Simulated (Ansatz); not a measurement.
**CH₆B₂O: how energies converge with the basis set**

The task here is to estimate one member of a computed series from the others.

The runs use Ansatz 0.2.0, Gaussian basis; one geometry, several basis sets.

The runs, in order: PBE0-D4/def2-SVP; ωB97M-V/def2-SVP; PBE0-D4/def2-QZVPP; ωB97M-V/def2-QZVPP; the functionals' def2-TZVPP values are taken from earlier runs.

### The relaxed structure

All runs share one geometry, relaxed beforehand with PBE0-D4 in a triple-zeta def2 set.

SMILES `BB(C)O`, 10 atoms, charge 0, spin multiplicity 1.

Atoms are counted from 1 here; the program's logs count them from 0.

Bond lengths: B1–B2 1.681 Å, B1–H5 1.201 Å, B1–H6 1.200 Å, B2–C3 1.575 Å, B2–O4 1.367 Å, C3–H7 1.093 Å, C3–H8 1.094 Å, C3–H9 1.097 Å, O4–H10 0.959 Å. Angles: B2–B1–H5 121.9°, B2–B1–H6 122.5°, H5–B1–H6 115.4°, B1–B2–C3 118.7°, B1–B2–O4 125.5°, C3–B2–O4 115.8°, B2–C3–H7 113.8°, B2–C3–H8 111.5°, B2–C3–H9 108.5°, H7–C3–H8 109.0°, H7–C3–H9 106.2°, H8–C3–H9 107.5°, B2–O4–H10 114.4°.

The first run:

The input, in.yaml:

```yaml
crystal:
  periodic: [false, false, false]
  atoms:
    - {symbol: B, position_ang: [-1.157384, 0.826847, -0.622105]}
    - {symbol: B, position_ang: [0.289403, 0.045904, -0.271047]}
    - {symbol: C, position_ang: [0.377312, -0.834654, 1.032241]}
    - {symbol: O, position_ang: [1.432597, 0.117828, -1.017867]}
    - {symbol: H, position_ang: [-2.010441, 0.312082, -1.292162]}
    - {symbol: H, position_ang: [-1.440363, 1.898922, -0.162158]}
    - {symbol: H, position_ang: [-0.546496, -1.370995, 1.265904]}
    - {symbol: H, position_ang: [1.200401, -1.552476, 0.975699]}
    - {symbol: H, position_ang: [0.572651, -0.174460, 1.886722]}
    - {symbol: H, position_ang: [1.365320, 0.679802, -1.792327]}
basis:
  gaussian: {orbitals: def2-SVP}
hamiltonian: {xc: pbe0, dispersion: d4}
output: {orbitals: {seedname: orbitals}}
```

Started as:

```sh
$ ansatz run in.yaml --threads 2 --pin off --events-out ev --progress --plain --max-ram 4352MiB
```

Steps of the session up to this table: PBE0-D4 in def2-SVP; ωB97M-V in def2-SVP; PBE0-D4 in def2-QZVPP; ωB97M-V in def2-QZVPP.

One of the session's tables, all rows but one given; the rest of the session is left out.

It belongs to the step «Functionals by basis». 

| functional | basis | HOMO (eV) | LUMO (eV) |
| --- | --- | --- | --- |
| PBE0-D4 | def2-SVP | ? | ? |
| PBE0-D4 | def2-TZVPP | -7.66 | -1.89 |
| PBE0-D4 | def2-QZVPP | -7.68 | -1.92 |
| ωB97M-V | def2-SVP | -9.83 | 0.26 |
| ωB97M-V | def2-TZVPP | -9.95 | 0.00 |
| ωB97M-V | def2-QZVPP | -9.96 | -0.10 |

Estimate the missing values for PBE0-D4, def2-SVP.

The run gave: HOMO (eV): -7.57; LUMO (eV): -1.77. In the column «HOMO (eV)» it is the highest.
